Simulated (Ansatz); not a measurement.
**HF/3-21G run of CH5NSi (SMILES C[Si]N)**

What is the electronic atomisation energy of CH5NSi at HF/3-21G? 

The results are computed with Ansatz 0.2.0.

60 further runs of the same task are left out: 60 set aside as unsound or not needed.

## Step 1: Starting point

CH5NSi has 8 atoms, charge 0, and is taken as a singlet. SMILES: `C[Si]N`. The coordinates come from a PBE0-D4/def2-TZVP relaxation. This is one conformer, not always the lowest.

Bond lengths: C1–Si2 1.904 Å, Si2–N3 1.709 Å, C1–H4 1.094 Å, C1–H5 1.094 Å, C1–H6 1.098 Å, N3–H7 1.008 Å, N3–H8 1.010 Å. Angles: C1–Si2–N3 98.7°, Si2–C1–H4 115.0°, Si2–C1–H5 110.7°, Si2–C1–H6 107.9°, Si2–N3–H7 121.7°, Si2–N3–H8 126.1°, H4–C1–H5 108.8°, H4–C1–H6 108.0°, H5–C1–H6 106.1°, H7–N3–H8 112.1°.

## Step 2: A single-point energy at HF/3-21G

molecule.yaml

```yaml
crystal:
  periodic: [false, false, false]
  atoms:
    - {symbol: C, position_ang: [-0.660000, 0.824700, -0.552100]}
    - {symbol: Si, position_ang: [0.963800, 0.653800, 0.427700]}
    - {symbol: "N", position_ang: [0.932200, -1.034400, 0.690700]}
    - {symbol: H, position_ang: [-1.026400, -0.101800, -1.004300]}
    - {symbol: H, position_ang: [-0.562500, 1.583400, -1.334100]}
    - {symbol: H, position_ang: [-1.431400, 1.195000, 0.135900]}
    - {symbol: H, position_ang: [1.651200, -1.501900, 1.220100]}
    - {symbol: H, position_ang: [0.225200, -1.675700, 0.360300]}
basis:
  gaussian: {orbitals: 3-21G.json}
hamiltonian: {xc: hf}
accuracy: high
output: {orbitals: {seedname: orbitals}}
```

The basis set 3-21G is read from a file made from the Basis Set Exchange's data (not shown).

Started as:

```bash
$ ansatz run molecule.yaml --threads 1 --pin off --max-ram 3480MiB --events-out events.jsonl --progress --plain --runs-dir runs
```

Output:

```text
Warning: RAYON_NUM_THREADS=1 ignored (pool sized by the plan → 1); use --threads N
Functional definition: HF
  name "HF"
  exchange = exact_x
  correlation = 0
971 factors; integrals over basis functions are off by at most 1.1e-8 eV
mean field evaluation 1: about -10396.2308 eV, gradient 2.8e1 eV
mean field evaluation 2: about -10396.2272 eV, gradient 2.8e1 eV
mean field evaluation 4: about -10398.0221 eV, gradient 2.3e0 eV
mean field evaluation 8: about -10398.0405 eV, gradient 1.4e-4 eV
mean field -10398.04047223 eV, -382.1209393095 hartree, gradient 2.8e-8 eV, S^2 0.000000; 0 other end points of the search recorded, 0 dependent functions left out
reference -10398.04047223 eV, -382.1209393095 hartree; 16, 16 occupied and 25, 25 virtual orbitals, 971 factors
Total energy: -10398.04047223 eV, -382.1209393095 hartree
```

Wall time 0.4 s (1 thread of AMD EPYC 7R43 (Zen 3), shared host).

## Step 3: The C atom at the same level

molecule.yaml

```yaml
crystal:
  periodic: [false, false, false]
  atoms:
    - {symbol: C, position_ang: [0.000000, 0.000000, 0.000000]}
basis:
  gaussian: {orbitals: 3-21G.json}
magnetization: {spin_polarized: true, initial_magnetization: 2}
hamiltonian: {xc: hf}
accuracy: high
```

The basis set 3-21G is read from a file made from the Basis Set Exchange's data (not shown).

Run the same way, it converges to -37.48107 Eh (log not shown).

## Step 4: The H atom, same level

input.yaml

```yaml
crystal:
  periodic: [false, false, false]
  atoms:
    - symbol: H
      position_ang: [0.000000, 0.000000, 0.000000]
basis:
  gaussian: {orbitals: 3-21G.json}
magnetization: {spin_polarized: true, initial_magnetization: 1}
hamiltonian: {xc: hf}
accuracy: high
```

The basis set 3-21G is read from a file made from the Basis Set Exchange's data (not shown).

Run the same way, it converges to -0.49620 Eh (log not shown).

## Step 5: The N atom

in.yaml

```yaml
basis:
  gaussian:
    orbitals: 3-21G.json
crystal:
  periodic: [false, false, false]
  atoms:
    - {symbol: "N", position_ang: [0.000000, 0.000000, 0.000000]}
magnetization:
  spin_polarized: true
  initial_magnetization: 3
hamiltonian:
  xc: hf
accuracy: high
```

The basis set 3-21G is read from a file made from the Basis Set Exchange's data (not shown).

Run the same way, it converges to -54.10539 Eh (log not shown).

## Step 6: The Si atom at the same level

in.yaml

```yaml
crystal:
  periodic: [false, false, false]
  atoms:
    - {symbol: Si, position_ang: [0.000000, 0.000000, 0.000000]}
basis:
  gaussian: {orbitals: 3-21G.json}
magnetization: {spin_polarized: true, initial_magnetization: 2}
hamiltonian: {xc: hf}
accuracy: high
```

The basis set 3-21G is read from a file made from the Basis Set Exchange's data (not shown).

Run the same way, it converges to -287.34443 Eh (log not shown).

## Step 7: Outcome

Level: HF/3-21G.

| quantity | value |
| --- | --- |
| molecule: total energy | -382.12094 Eh |
| molecule: HOMO energy | -8.27 eV |
| molecule: LUMO energy | 2.44 eV |
| molecule: HOMO–LUMO gap | 10.71 eV |
| C atom: total energy | -37.48107 Eh |
| C atom: ⟨S²⟩ | 2.001 |
| H atom: total energy | -0.49620 Eh |
| H atom: ⟨S²⟩ | 0.750 |
| N atom: total energy | -54.10539 Eh |
| N atom: ⟨S²⟩ | 3.752 |
| Si atom: total energy | -287.34443 Eh |
| Si atom: ⟨S²⟩ | 2.000 |
| electronic atomisation energy | 19.294 eV |

What this shows: Taking the molecule apart into free atoms costs 19.29 eV (445 kcal/mol), before zero-point energy and without spin-orbit coupling. Hartree–Fock lacks the correlation of the bonding pairs, which as a rule makes this value much too low; in minimal bases other errors can mask that. The basis has no polarisation functions, which makes bonds too weak.
